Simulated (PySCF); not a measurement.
# C2H5BN2O2: the cost of one run

The runs use PySCF 2.14.0, with density-fitted response routines of our own; the level of theory stands in each step. All values are computed, except where a source is named. Atoms are numbered from 0 throughout.

## Step 1: Starting geometry

12 atoms, charge 0, multiplicity 1; geometry from: GFN2-xTB. The atoms were then displaced at random by about 0.01 Å, so the start is not that level's minimum.

Bonds of the start (Å): N0–B1 1.36, B1–N2 1.44, N2–C3 1.39, C3–O4 1.22, C3–C5 1.49, C5–O6 1.21, N0–H7 1.01, N0–H8 1.02, B1–H9 1.16, N2–H10 1.01, C5–H11 1.11.

## Step 2: Relaxing the molecule at PBE0-D3(BJ)/def2-SVP

Job settings and geometry (Å):

```
{"job": {"xc": "PBE0", "basis": "def2-SVP", "d3": "d3bj", "grid": 1, "shake": 0.01, "kind": "geom"}, "charge": 0, "multiplicity": 1}
N     -2.018310     0.397380     0.678780
B     -1.447020    -0.210870    -0.394760
N     -0.010780    -0.315960    -0.428770
C      0.918290     0.142440     0.493000
O      0.618340     0.724070     1.517910
C      2.332960    -0.153530     0.124640
O      2.664870    -0.737910    -0.876230
H     -3.012880     0.553490     0.784030
H     -1.482310     0.808250     1.444410
H     -2.049980    -0.662560    -1.272460
H      0.453960    -0.779800    -1.190740
H      3.072560     0.206710     0.875880
```

Launch:

```sh
$ OMP_NUM_THREADS=1 python probes_run.py task.json out
```

The driver reads the jobs from task.json and runs them one after another.

**Question.** How long does this first job take on 1 thread of Arm Neoverse V1, shared host, and how much memory does it need?

About 77 s, with a peak of 0.5 GiB.
